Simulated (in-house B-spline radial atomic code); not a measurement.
# Hf⁴¹⁺: Hartree-Fock with and without relativity

Wanted: relativistic shifts in Hf⁴¹⁺, shell by shell.

The numbers are computed with in-house B-spline radial atomic code version 1 (Hartree-Fock averaged over the configuration, non-relativistic (point nucleus) and Dirac-Coulomb (finite nucleus); spherical all-electron atom at the radial basis limit), except any that are marked as measured or tabulated.

**1. What is computed**

```
element       : hafnium (Z = 72)
charge        : +41
electrons     : 31
configuration : [Ar] 3d10 4s2 4p1
nucleus       : point (non-relativistic run); Fermi, rms radius 5.347 fm (Dirac runs)
```

The outer shells:

[Ar] 3d10 4s2 4p1
```
[Ar] core
3d [↑↓][↑↓][↑↓][↑↓][↑↓]
4s [↑↓]
4p [↑ ][  ][  ]
```

The boxes draw the filling by Hund's rule, which heavy ions in jj coupling don't follow; these runs average over all states of the configuration.

**2. Non-relativistic run**

The run's settings:

```ini
Z = 72
electrons = 31.0
configuration = [Ar] 3d10 4s2 4p1
hamiltonian = nr
method = hf
spin_polarised = False
```

**3. Dirac-Coulomb run**

The run's settings:

```ini
Z = 72
electrons = 31.0
configuration = [Ar] 3d10 4s2 4p1
hamiltonian = dirac
method = hf
spin_polarised = False
nucleus = fermi
rms_radius = 5.347
mass_number = 180
atomic_mass = 179.946559537
speed_of_light = 137.035999084
```

**4. Dirac-Coulomb run in the lowest jj configuration, 1s2 2s2 2p6 3s2 3p6 3d10 4s2 4p-1**

In configurations, a minus sign after the shell means j = l − 1/2 and a plus sign j = l + 1/2; the count of electrons follows.

The settings differ from step 3 so:

```diff
@@ -2,3 +2,3 @@
 electrons = 31.0
-configuration = [Ar] 3d10 4s2 4p1
+configuration = 1s2 2s2 2p6 3s2 3p6 3d10 4s2 4p-1
 hamiltonian = dirac
```

How much does each shell's level and mean radius change with the Dirac Hamiltonian, and the total energy?

As calculated:

Levels and radii; the Dirac values are averaged over j with the occupations as weights.

| shell | ε non-rel. (eV) | ε Dirac (eV) | <r> non-rel. (bohr) | <r> Dirac (bohr) | change of <r> (%) |
| --- | --- | --- | --- | --- | --- |
| 1s | -62653.0 | -67696.0 | 0.02104 | 0.01898 | -9.78 |
| 2s | -11942.1 | -13288.2 | 0.08879 | 0.07957 | -10.38 |
| 2p | -11502.6 | -11958.9 | 0.07524 | 0.07118 | -5.40 |
| 3s | -4121.33 | -4471.71 | 0.2214 | 0.2041 | -7.81 |
| 3p | -3920.18 | -4058.53 | 0.2117 | 0.2031 | -4.06 |
| 3d | -3560.80 | -3556.62 | 0.1856 | 0.1840 | -0.88 |
| 4s | -1990.56 | -2111.52 | 0.4377 | 0.4118 | -5.93 |
| 4p | -1915.01 | -1966.75 | 0.4338 | 0.4207 | -3.02 |

Relativity and the finite nucleus together change the total energy by -760.83 hartree (-5.7 %). The first-order mass-velocity and Darwin terms of the non-relativistic run add up to -649.77 hartree, 85 % of it. 2s shrinks most on the average over j, by -10.38 %. Spin-orbit coupling splits the 4p level by 85.999 eV and the 2p level by 1198.50 eV. The lowest jj configuration lies 57.337 eV below the average over the whole configuration. Breit terms add 14.8 hartree and QED terms 10.4 hartree.
